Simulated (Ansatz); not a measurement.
**BaCa in Ansatz: convergence with smearing width**

Input of the first run (smearing width 0.3 eV); the others differ in this setting and in those tied to it:

input.yaml

```yaml
crystal:
  lattice:
    - [1.92019285, 1.10862386, 4.67229341]
    - [-1.92019285, 1.10862386, 4.67229341]
    - [0.0, -2.21724772, 4.67229341]
  atoms:
    - { symbol: Ba, position: [0.005626, 0.009668, -0.021459] }
    - { symbol: Ca, position: [0.503734, 0.500658, 0.49002] }
hamiltonian:
  xc: pbesol
  pseudopotentials: { kind: nc, accuracy: standard }
kpoints:
  mp_grid: { grid: [6, 6, 6] }
scf:
  occupations: { method: cold, width: 0.3 }
output:
  forces: true
  stress: true
  eigenvalues: true
```

Potentials or basis: PseudoDojo standard (PBEsol files).

Launch:

```console
$ ansatz run input.yaml --threads 2 --pin off --max-ram 5632MiB --backend cpu --events-out ev --progress --plain --runs-dir out
```

The cell isn't the ideal one: atoms moved at random, drawn with an rms of 0.05 Å.

The cell was built by a generator and needn't be a form met in nature.

Hardware: 2 threads of Arm Neoverse V2 (shared host).

```tsv
smearing width	energy less the tightest run, at zero smearing (meV/atom)	pressure (GPa)	largest force (eV/Å)	SCF cycles	CPU time (s)	peak memory (GiB)
0.3 eV	-0.40	11.32	0.031	7	25	0.49
0.2 eV	-1.28	11.19	0.029	7	25	0.49
0.15 eV	-1.26	11.16	0.027	7	25	0.49
0.1 eV	-0.32	11.17	0.025	7	25	0.49
0.05 eV	-0.17	11.18	0.021	7	26	0.49
0.025 eV	-0.03	11.20	0.016	8	28	0.49
0.01 eV	-0.01	11.22	0.016	8	27	0.49
0.005 eV	0.00	11.23	0.016	8	25	0.49
```

Against the tightest run, the energy stays within 1 meV/atom from 0.1 eV on; the pressure stays within 0.1 GPa from 0.3 eV on; the largest force stays within 0.005 eV/Å from 0.05 eV on. Narrower smearing needs a denser k mesh, so at a fixed mesh the narrowest width isn't the most accurate. The tightest run that finished is the yardstick and may itself not be fully converged.

Spin-orbit coupling is left out, which matters for the levels of Ba.
